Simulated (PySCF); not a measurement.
# C2H8BF2N: the cost of one run

Programs: PySCF 2.14.0, with density-fitted response routines of our own. Each step states its level of theory. These are calculated values for one molecule in the gas phase, unless marked as measured. Atoms count from 0, in the outputs and in this text.

## Step 1: Starting geometry

14 atoms, charge 0, multiplicity 1; geometry from: PBE0-D3(BJ)/def2-SVP.

Bonds of the start (Å): B0–N1 1.63, N1–C2 1.46, C2–C3 1.51, C3–F4 1.35, C3–F5 1.35, B0–H6 1.23, B0–H7 1.23, B0–H8 1.22, N1–H9 1.02, N1–H10 1.02, C2–H11 1.10, C2–H12 1.10, C3–H13 1.10.

## Step 2: NMR shieldings: PBE0/6-31G*

What the job is given:

```
{"job": {"kind": "nmr", "xc": "PBE0", "basis": "6-31G*", "pop": true}, "charge": 0, "multiplicity": 1}
B      1.982819     0.326656     0.101196
N      0.370615     0.522341     0.235021
C     -0.413106    -0.599865    -0.274806
C     -1.891997    -0.358149    -0.112637
F     -2.176973    -0.173748     1.198474
F     -2.236512     0.779567    -0.762733
H      2.242972    -0.677863     0.754242
H      2.195589     0.188098    -1.098199
H      2.475408     1.346044     0.565184
H      0.137215     0.676744     1.218461
H      0.097053     1.375561    -0.257458
H     -0.112907    -1.507415     0.266922
H     -0.163151    -0.746835    -1.334569
H     -2.510424    -1.186542    -0.497412
```

With the program's defaults for keys left out, this is: GIAO PBE0/6-31G* NMR shielding, non-relativistic, gas phase.

Launch:

```sh
OMP_NUM_THREADS=1 python probes_run.py task.json out
```

One launch serves the whole session: the jobs run in the order shown.

**Question.** How long does this first job take on 1 thread of Arm Neoverse V2, shared host, and how much memory does it need?

About 6.7 s, with a peak of 0.57 GiB.
